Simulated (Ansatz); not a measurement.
GeH4Te, SMILES [GeH3][TeH], a ladder of basis sets

Computed with Ansatz 0.2.0 through its Python package.

Contents of `geh4te.xyz`:
```text
6

Ge   -0.31040   -0.28240   -0.50470
Te   -0.07530    0.98880    1.71250
H     0.07290   -1.70630   -0.37220
H    -1.77710   -0.19730   -0.93840
H     0.49950    0.45330   -1.62160
H     1.63250    0.68000    1.67810
```

Script `geh4te_basis.py`:
```python
"""How the energy of GeH4Te converges with the basis."""

import ansatz as az

mol = az.Crystal.molecule_from_extxyz("geh4te.xyz")

setup = mol.calculation().functional("B3LYP", dispersion="d4")

energies = {}
for basis in ["def2-SVP", "def2-SVPD", "def2-TZVP", "def2-TZVPP"]:
    r = setup.basis(gaussian=basis).run().report
    size = r["n_frozen"] + r["n_occupied"][0] + r["n_virtual"][0]
    energies[basis] = (r["reference_energy_ev"] / 27.211386246, r["free_energy_ev"] / 27.211386246)
    print(f"{basis:14s} {size:4d} orbitals  reference {energies[basis][0]:14.6f} Ha  total {energies[basis][1]:14.6f} Ha")

last = energies["def2-TZVPP"][1]
for basis, (_, total) in energies.items():
    print(f"{basis:14s} lies {27.211386 * (total - last):9.4f} eV above def2-TZVPP")
```

Running `python geh4te_basis.py` prints:
```text
def2-SVP         78 orbitals  reference   -2347.300736 Ha  total   -2347.307695 Ha
def2-SVPD       105 orbitals  reference   -2347.303977 Ha  total   -2347.310935 Ha
def2-TZVP       122 orbitals  reference   -2347.577989 Ha  total   -2347.584947 Ha
def2-TZVPP      154 orbitals  reference   -2347.579212 Ha  total   -2347.586170 Ha
def2-SVP       lies    7.5777 eV above def2-TZVPP
def2-SVPD      lies    7.4895 eV above def2-TZVPP
def2-TZVP      lies    0.0333 eV above def2-TZVPP
def2-TZVPP     lies    0.0000 eV above def2-TZVPP
```

Against def2-SVP: def2-SVPD -3.2 mHa, def2-TZVP -277.3 mHa and def2-TZVPP -278.5 mHa. The last step alone is -1.22 mHa (these two sets differ little on atoms other than hydrogen). From the first set to the last the time grows from 1.6 to 2.4 s.

Notes:
- The drop along the ladder measures the basis error, and is no property of the molecule.
- The geometry is a force-field or estimated start, not a minimum of this method, and the last set is no limit. Much of the fall in a total is atomic energy, which cancels in bond and reaction energies.
- def2 sets replace the cores of elements past krypton by effective core potentials.
- Total less reference energy is the dispersion correction.
- b3lyp holds the VWN-RPA fit, as in Gaussian; the form of ORCA and Turbomole is b3lyp5.
- Finished in 7.9 s on 1 thread of Intel(R) Xeon(R) Processor @ 2.30GHz (shared host), peak memory 0.41 GiB.
